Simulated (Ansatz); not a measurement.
# ClFGeH6O: the cost of one run

All numbers below are computed with Ansatz 0.2.0 (RKS PBE0/def2-SVP).

## (1) Starting point

Bond lengths: Ge1–Cl2 2.593 Å, Ge1–H3 1.543 Å, Ge1–H4 1.494 Å, Ge1–H5 1.510 Å, Ge1–O7 2.175 Å, O7–H10 0.957 Å. Angles: Cl2–Ge1–H3 80.7°, Cl2–Ge1–H4 104.3°, Cl2–Ge1–H5 127.9°, Cl2–Ge1–O7 79.8°, H3–Ge1–H4 109.1°, H3–Ge1–H5 104.2°, H3–Ge1–O7 159.0°, H4–Ge1–H5 121.5°, H4–Ge1–O7 83.1°, H5–Ge1–O7 82.2°, Ge1–O7–H10 117.9°.

As a file:

```xyz
10

Ge   -0.8600    0.6559   -0.9011
Cl   -0.0717   -1.8131   -0.8227
H    -1.6555    0.1018   -2.1013
H    -1.7746    0.7886    0.2730
H    -0.1224    1.8474   -1.4648
H     0.8143   -0.2023    1.3984
O     0.6878    0.7924    0.6208
H     0.5008   -1.8388    0.8293
F     0.9022   -1.3231    1.8325
H     1.5791    0.9911    0.3360
```

## (2) A restrained relaxation towards end A

Springs on the bonds that form and break draw the guess towards this end; the thresholds are loose.

Input file input.yaml:

```yaml
crystal:
  periodic: [false, false, false]
  atoms:
    - { symbol: Ge, position_ang: [-0.86, 0.6559, -0.9011] }
    - { symbol: Cl, position_ang: [-0.0717, -1.8131, -0.8227] }
    - { symbol: H, position_ang: [-1.6555, 0.1018, -2.1013] }
    - { symbol: H, position_ang: [-1.7746, 0.7886, 0.273] }
    - { symbol: H, position_ang: [-0.1224, 1.8474, -1.4648] }
    - { symbol: H, position_ang: [0.8143, -0.2023, 1.3984] }
    - { symbol: O, position_ang: [0.6878, 0.7924, 0.6208] }
    - { symbol: H, position_ang: [0.5008, -1.8388, 0.8293] }
    - { symbol: F, position_ang: [0.9022, -1.3231, 1.8325] }
    - { symbol: H, position_ang: [1.5791, 0.9911, 0.336] }
basis:
  gaussian: { orbitals: def2-SVP }
hamiltonian:
  xc: pbe0
relax:
  f_tol: 0.15
  max_steps: 25
  restrain:
    - { distance: [0, 6], at: 3.16, k: 30.0 }
    - { distance: [5, 8], at: 2.18, k: 30.0 }
    - { distance: [7, 1], at: 2.63, k: 30.0 }
    - { distance: [0, 1], at: 2.22, k: 30.0 }
    - { distance: [5, 6], at: 0.97, k: 30.0 }
    - { distance: [7, 8], at: 0.88, k: 30.0 }
output:
  orbitals: {}
```

Launch:

```sh
ansatz run input.yaml --threads 2 --pin off --max-ram 3072MiB --backend cpu --events-out ev --progress --plain --runs-dir out
```

Q: Estimate wall time and peak memory on 2 threads of Arm Neoverse V2, shared host.

About 36 s, with a peak of 0.26 GiB.
